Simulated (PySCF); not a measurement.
# TiH2O2F2 (SMILES [OH][Ti]([OH])([F])[F]): levels of theory compared

Aim: a comparison of 4 runs (HF/STO-3G, HF/3-21G, CAM-B3LYP/def2-SVP, wB97X/cc-pVDZ) of TiH2O2F2. 

The results are computed with PySCF 2.14.0.

### 1 The structure to begin with

The species is TiH2O2F2 (7 atoms), meant as a singlet with charge 0. SMILES: `[OH][Ti]([OH])([F])[F]`. The coordinates come from a PBE0-D4/def2-TZVP relaxation. This is one conformer, not always the lowest.

Bond lengths: O1–Ti2 1.778 Å, Ti2–O3 1.778 Å, Ti2–F4 1.760 Å, Ti2–F5 1.760 Å, O1–H6 0.958 Å, O3–H7 0.958 Å. Angles: O1–Ti2–O3 107.7°, O1–Ti2–F4 110.8°, O1–Ti2–F5 110.8°, O3–Ti2–F4 110.8°, O3–Ti2–F5 110.8°, F4–Ti2–F5 106.1°, Ti2–O1–H6 134.9°, Ti2–O3–H7 134.9°.

### 2 Energy and gradient at HF/STO-3G (run 1)

The input, job.py:

```python
from pyscf import gto

mol = gto.Mole()
mol.atom = '''
O     -1.222200     0.595900     0.894200
Ti    -0.019900    -0.026700    -0.258300
O      1.418800    -0.509700     0.668200
F     -0.668500    -1.391700    -1.160300
F      0.390100     1.197400    -1.454500
H     -2.109200     0.951200     0.819800
H      2.272200    -0.884300     0.445100
'''
mol.max_memory = 1860
mol.spin = 0
mol.verbose = 4
mol.basis = 'sto-3g'
mol.build()

myscf = mol.RHF()
myscf.conv_tol = 1e-10
myscf.kernel()
if not myscf.converged:
    myscf = myscf.newton().run(myscf.mo_coeff, myscf.mo_occ)

energy = myscf.e_tot
print('Final energy', energy)
grad = myscf.nuc_grad_method().kernel()
myscf.analyze()
```

On the command line:

```bash
OMP_NUM_THREADS=1 python job.py
```

Log:

```text
PySCF version 2.14.0

[... 80 lines left out ...]
Two-electron Energy =                  776.280252330437747
[... 7 lines left out ...]
MO #4   energy= -21.4213272207832  occ= 2
[... 5 lines left out ...]
MO #10  energy= -3.02712942185235  occ= 2
[... 5 lines left out ...]
MO #16  energy= -1.21564367025194  occ= 2
[... 5 lines left out ...]
MO #22  energy= -0.475966005771678 occ= 2
[... 5 lines left out ...]
MO #28  energy= -0.369895661093175 occ= 2
[... 5 lines left out ...]
MO #34  energy= 0.392428240985097  occ= 0
[... 5 lines left out ...]
MO #40  energy= 0.886618582696951  occ= 0
[... 50 lines left out ...]
Dipole moment(X, Y, Z, Debye): -0.01334, -0.00708, -0.12089
```

Wall time 6.9 s (1 thread of Intel Xeon at 2.50GHz (Skylake/Cascade Lake), shared host); peak memory 0.12 GiB.

### 3 Energy and forces at HF/3-21G (run 2)

The input, start.xyz:

```xyz
7

O     -1.222200     0.595900     0.894200
Ti    -0.019900    -0.026700    -0.258300
O      1.418800    -0.509700     0.668200
F     -0.668500    -1.391700    -1.160300
F      0.390100     1.197400    -1.454500
H     -2.109200     0.951200     0.819800
H      2.272200    -0.884300     0.445100
```

The input, input.py:

```python
import pyscf.grad
from pyscf import gto, scf

mol = gto.Mole()
mol.atom = 'start.xyz'
mol.basis = '3-21g'
mol.charge = 0
mol.max_memory = 1860
mol.verbose = 4
mol.spin = 0
mol.build()

mf = scf.RHF(mol)
mf.conv_tol = 1e-10
mf.kernel()
if not mf.converged:
    mf = mf.newton().run(mf.mo_coeff, mf.mo_occ)

etot = mf.e_tot
print('E = %.10f Eh' % etot)
grad = mf.Gradients().kernel()
dip = mf.dip_moment()
pop, q = mf.mulliken_pop()
```

On the command line:

```bash
OMP_NUM_THREADS=1 python input.py
```

Log:

```text
PySCF version 2.14.0

[... 65 lines left out ...]
converged SCF energy = -1192.39210981036
[... 14 lines left out ...]
Dipole moment(X, Y, Z, Debye):  0.02216,  0.01450,  0.19040
[... 75 lines left out ...]
charge of    6H =      0.43283
```

It took 6.9 s on 1 thread of Intel Xeon at 2.50GHz (Skylake/Cascade Lake), shared host; peak memory 0.14 GiB.

Run 3 isn't shown in full; the table further down has it.

### 4 Energy and gradient at wB97X/cc-pVDZ (run 4)

The input, calc.py:

```python
from pyscf import gto, dft

molecule = gto.M(
    atom=[
    ('O', (-1.222200, 0.595900, 0.894200)),
    ('Ti', (-0.019900, -0.026700, -0.258300)),
    ('O', (1.418800, -0.509700, 0.668200)),
    ('F', (-0.668500, -1.391700, -1.160300)),
    ('F', (0.390100, 1.197400, -1.454500)),
    ('H', (-2.109200, 0.951200, 0.819800)),
    ('H', (2.272200, -0.884300, 0.445100)),
],
    basis='cc-pvdz',
    max_memory=1860,
    spin=0,
    verbose=3,
)

mf = dft.RKS(molecule)
mf.xc = 'wb97x'
mf.conv_tol = 1e-10
mf.grids.level = 5
mf.kernel()
if not mf.converged:
    mf = mf.newton().run(mf.mo_coeff, mf.mo_occ)

e_tot = mf.e_tot
print('E = %.10f Eh' % e_tot)
grad = mf.nuc_grad_method().kernel()
mf.analyze()
```

On the command line:

```bash
OMP_NUM_THREADS=1 python calc.py
```

Log:

```text
converged SCF energy = -1201.01536936425
[... 16 lines left out ...]
MO #5   energy= -19.237623084588   occ= 2
[... 12 lines left out ...]
MO #18  energy= -0.635075066404156 occ= 2
[... 12 lines left out ...]
MO #31  energy= 0.0105652966244838 occ= 0
[... 12 lines left out ...]
MO #44  energy= 0.219562082595631  occ= 0
[... 12 lines left out ...]
MO #57  energy= 0.831975796552743  occ= 0
[... 12 lines left out ...]
MO #70  energy= 1.41744976542136   occ= 0
[... 12 lines left out ...]
MO #83  energy= 1.81717405591982   occ= 0
[... 12 lines left out ...]
MO #96  energy= 3.10718675097781   occ= 0
[... 12 lines left out ...]
MO #109 energy= 4.06394278615922   occ= 0
[... 8 lines left out ...]
Dipole moment(X, Y, Z, Debye):  0.06616,  0.04035,  0.57920
```

Wall time 6.6 min (1 thread of Intel Xeon at 2.50GHz (Skylake/Cascade Lake), shared host); peak memory 1.1 GiB.

### 5 Overview of the runs

| run | level | integration grid | energy (Eh) | dipole moment (D) | HOMO energy (eV) | LUMO energy (eV) | wall time |
| --- | --- | --- | --- | --- | --- | --- | --- |
| 1 | HF/STO-3G | – | -1185.098117 | 0.12 | -9.98 | 9.57 | 6.9 s |
| 2 | HF/3-21G | – | -1192.392110 | 0.19 | -13.57 | 1.61 | 6.9 s |
| 3 | CAM-B3LYP/def2-SVP | 5 | -1200.611481 | 0.53 | -11.05 | -0.81 | 2.3 min |
| 4 | wB97X/cc-pVDZ | 5 | -1201.015369 | 0.58 | -12.33 | 0.00 | 6.6 min |

### 6 Results

| quantity | value |
| --- | --- |
| run 4: total energy | -1201.01537 Eh |
| run 4: dipole moment | 0.58 D |
| run 4: HOMO energy | -12.33 eV |
| run 4: LUMO energy | 0.00 eV |
| run 4: HOMO–LUMO gap | 12.33 eV |
| run 4: largest force on an atom | 0.528 eV/Å |

In words: The dipole moment (its size) runs from 0.12 D (HF/STO-3G) to 0.58 D (wB97X/cc-pVDZ). The two ends differ in method and basis. The two dipoles point in opposite directions. The HOMO–LUMO gap runs from 10.24 eV (CAM-B3LYP/def2-SVP) to 19.55 eV (HF/STO-3G). Totals of different functionals can't be ranked against each other. In run 1 the basis is minimal, so the values are rough. All runs together took 9.1 min, the longest 6.6 min.
